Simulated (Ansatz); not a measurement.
**BaZn (CuAu type): equation of state and elastic constants**

The task here is to estimate one member of a computed series from the others.

Method: DFT PBEsol, scalar-relativistic, plane waves, PAW, in Ansatz 0.2.0.

### The structure to begin with

The structure is tetragonal, space group P4/mmm (No. 123). The conventional cell has a = 3.985 Å, b = 3.985 Å, c = 4.019 Å, α = 90.00°, β = 90.00°, γ = 90.00°. Around Ba (site symmetry 4/mmm) lie 8 Zn at 3.46 Å. Around Zn (site symmetry 4/mmm) lie 8 Ba at 3.46 Å.

Coordinates:

```
Ba Zn
1.0
     3.98504    0.00000    0.00000
     0.00000    3.98504    0.00000
     0.00000    0.00000    4.01950
Ba Zn
1 1
Direct
  0.00000 0.00000 0.00000
  0.50000 0.50000 0.50000
```

This cell comes from an earlier session at PBEsol: 31.916 Å³/atom at 0.01 GPa, on a 8×8×6 mesh.

Volume factors to run: 0.980, 1.020, 0.960, 1.040.

Set-up of the first run:

The input, input.yaml:

```yaml
crystal:
  lattice:
    - [3.9582901823, 0.0, 0.0]
    - [0.0, 3.9582901823, 0.0]
    - [0.0, 0.0, 3.9925196418]
  atoms:
    - { symbol: Ba, position: [0.0, 0.0, 0.0] }
    - { symbol: Zn, position: [0.5, 0.5, 0.5] }
basis:
  ecutwfc: 420
  ecutrho_ratio: 4
kpoints:
  mp_grid: { grid: [8, 8, 6] }
hamiltonian:
  xc: pbesol
scf:
  occupations: { method: gaussian, width: 0.05 }
output:
  forces: true
  stress: true
  eigenvalues: true
relax:
  f_tol: 0.01
  max_steps: 40
  cell: { stress_tol: 0.1, fix: [volume] }
```

Among the steps run: Volume × 0.980; At 1.020 of the relaxed volume; Volume × 0.960; Volume × 1.040.

One table of the session follows, with a row left open; its other results are not shown here.

It belongs to the step «The fit». 

```
volume (Å³/atom)  energy (meV/atom)  pressure (GPa)
          30.639               4.13            1.03
          31.278                  ?               ?
          31.916               0.00            0.01
          32.554               0.80           -0.45
          33.192               3.37           -0.87
```

Q: Estimate the row for volume (Å³/atom) = 31.278 from the others.

Worked estimate for «energy (meV/atom)». A straight line through the neighbours (30.639, 4.13) and (31.916, 0.00) gives 4.13 + (0.00 − 4.13) × (31.278 − 30.639) / (31.916 − 30.639) = 2.06; a parabola fitted to 3 rows on both sides gives 1.11.

**Answer.** energy (meV/atom): 1.08; pressure (GPa): 0.50. In «energy (meV/atom)» the line misses by +0.98 and the parabola by +0.03.
